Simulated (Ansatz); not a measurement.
# C₂H₇N₂Si radical: up Jacob's ladder to CCSD(T)

An exercise on one series of results from a longer session: the logs are not shown, and one member is left open.

Program: Ansatz 0.2.0, Gaussian basis. Level of theory: functionals in def2-TZVPP, the program's frozen cores in correlated methods. These are calculated values, not measurements.

The runs, in order: PBE-D4, r2SCAN-D4, PBE0-D4, B3LYP-D4, ωB97X-V, ωB97M-V, B2PLYP; CCSD(T)/def2-TZVPP; MP2/def2-QZVPP; extrapolation to the limit.

## The geometry

An earlier PBE0-D4 in a triple-zeta def2 set relaxation fixed the geometry.

SMILES `C=C[Si](N)N`, 12 atoms, charge 0, spin multiplicity 2.

Atoms are counted from 1 here; the program's logs count them from 0.

Bond lengths: C1–C2 1.334 Å, C1–H6 1.087 Å, C1–H7 1.086 Å, C2–Si3 1.854 Å, C2–H8 1.090 Å, Si3–N4 1.715 Å, Si3–N5 1.723 Å, N4–H9 1.007 Å, N4–H10 1.004 Å, N5–H11 1.007 Å, N5–H12 1.008 Å. Angles: C2–C1–H6 122.4°, C2–C1–H7 121.0°, H6–C1–H7 116.7°, C1–C2–Si3 122.9°, C1–C2–H8 118.2°, Si3–C2–H8 118.6°, C2–Si3–N4 114.2°, C2–Si3–N5 107.4°, N4–Si3–N5 108.1°, Si3–N4–H9 121.3°, Si3–N4–H10 122.7°, H9–N4–H10 113.0°, Si3–N5–H11 120.4°, Si3–N5–H12 119.6°, H11–N5–H12 111.2°.

Set-up of the first run:

File in.yaml:

```yaml
crystal:
  periodic: [false, false, false]
  atoms:
    - {symbol: C, position_ang: [-0.288229, -0.427262, -2.032611]}
    - {symbol: C, position_ang: [-0.950621, -0.087784, -0.925383]}
    - {symbol: Si, position_ang: [-0.122927, 0.664351, 0.553509]}
    - {symbol: N, position_ang: [1.589793, 0.668529, 0.473102]}
    - {symbol: N, position_ang: [-0.591803, -0.257709, 1.931146]}
    - {symbol: H, position_ang: [-0.791757, -0.800916, -2.920099]}
    - {symbol: H, position_ang: [0.793437, -0.341251, -2.085718]}
    - {symbol: H, position_ang: [-2.037400, -0.172838, -0.928127]}
    - {symbol: H, position_ang: [2.139840, -0.005989, 0.980531]}
    - {symbol: H, position_ang: [2.117274, 1.476686, 0.195266]}
    - {symbol: H, position_ang: [-0.421896, 0.091259, 2.860753]}
    - {symbol: H, position_ang: [-1.435721, -0.807077, 1.897630]}
basis:
  gaussian: {orbitals: def2-TZVPP}
magnetization: {spin_polarized: true, initial_magnetization: 1}
hamiltonian: {xc: pbe, dispersion: d4}
output: {forces: true, orbitals: {seedname: orbitals}}
```

The run is started by

```sh
ansatz run in.yaml --threads 2 --pin off --events-out ev --progress --plain --max-ram 22528MiB --backend cpu
```

Steps of the session up to this table: PBE-D4 (GGA); r2SCAN-D4 (meta-GGA); PBE0-D4 (hybrid); B3LYP-D4 (hybrid); ωB97X-V (range-separated); ωB97M-V (range-separated); B2PLYP (double hybrid); CCSD(T) in def2-TZVPP; MP2 in def2-QZVPP.

One of the session's tables, all rows but one given; the rest of the session is left out.

```
            method  atomisation energy (kcal/mol)
            PBE-D4                         1097.7
         r2SCAN-D4                              ?
           PBE0-D4                         1075.0
          B3LYP-D4                         1077.6
           ωB97X-V                         1073.8
           ωB97M-V                         1074.4
            B2PLYP                         1061.2
     HF/def2-TZVPP                          755.2
    MP2/def2-TZVPP                         1048.1
   CCSD/def2-TZVPP                         1019.5
CCSD(T)/def2-TZVPP                         1036.4
           MP2/CBS                         1081.4
       CCSD(T)/CBS                         1069.7
```

Estimate the missing values for r2SCAN-D4.

The run gave: atomisation energy (kcal/mol): 1071.7. In the column «atomisation energy (kcal/mol)» it lies between CCSD(T)/CBS (1069.7) and ωB97X-V (1073.8).
